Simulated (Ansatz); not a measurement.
# TaH3Br: the cost of one run

Program: Ansatz 0.2.0. Level of theory: DFT PBE, scalar-relativistic, plane waves, PAW. These are calculated values, not measurements.

1 further run of the same task is left out (it didn't finish).

### Step 1. The starting structure

The structure is cubic, space group Pm-3m (No. 221). Conventional cell: a = 3.800 Å, b = 3.800 Å, c = 3.800 Å, α = 90.00°, β = 90.00°, γ = 90.00°. Ta (site symmetry m-3m) has 6 H at 1.90 Å as nearest neighbours. H (site symmetry 4/mmm) has 2 Ta at 1.90 Å as nearest neighbours. Br (site symmetry m-3m) has 12 H at 2.69 Å as nearest neighbours.

Coordinates:

```xyz
5
Lattice="3.8001 0.0000 0.0000 0.0000 3.8001 0.0000 0.0000 0.0000 3.8001" Properties=species:S:1:pos:R:3 pbc="T T T"
Ta    1.9000    1.9000    1.9000
H     1.9000    1.9000    0.0000
H     0.0000    1.9000    1.9000
H     1.9000    0.0000    1.9000
Br    0.0000    0.0000    0.0000
```

It is the end of an earlier relaxation with the same method, from a database cell with other species swapped in; it needn't be the stable form of this composition. At a tolerance of 0.05 Å it has space group Pm-3m (No. 221); it has 10.98 Å³/atom, an uncorrected energy of +0.40 eV/atom over the elements.

### Step 2. Bands, states and charges

input.yaml

```yaml
crystal:
  lattice:
    - [3.8000901772, 0.0, 0.0]
    - [0.0, 3.8000901772, 0.0]
    - [0.0, 0.0, 3.8000901772]
  atoms:
    - { symbol: Ta, position: [0.5, 0.5, 0.5] }
    - { symbol: H, position: [0.5, 0.5, 0.0] }
    - { symbol: H, position: [0.0, 0.5, 0.5] }
    - { symbol: H, position: [0.5, 0.0, 0.5] }
    - { symbol: Br, position: [0.0, 0.0, 0.0] }
basis:
  ecutwfc: 420
kpoints:
  mp_grid: { grid: [10, 10, 10] }
  band_path:
    path:
      - [[0.0, 0.0, 0.0], [0.0, 0.5, 0.0], [0.5, 0.5, 0.0], [0.0, 0.0, 0.0], [0.5, 0.5, 0.5], [0.0, 0.5, 0.0]]
      - [[0.5, 0.5, 0.5], [0.5, 0.5, 0.0]]
    npoints: 14
hamiltonian:
  xc: pbe
scf:
  occupations: { method: gaussian, width: 0.1 }
  n_extra_bands: 12
output:
  forces: true
  stress: true
  eigenvalues: true
  populations: true
  dos: { projected: true, de: 0.02, nscf_kmesh: { grid: [12, 12, 12] } }
  bader: true
```

Started as:

```
ansatz run input.yaml --threads 1 --pin off --max-ram 2560MiB --backend cpu --events-out ev --progress --plain --runs-dir out
```

Q: Estimate wall time and peak memory on 1 thread of Intel Xeon at 2.50GHz (Skylake/Cascade Lake), shared host.

About 2.1 min, with a peak of 0.38 GiB.
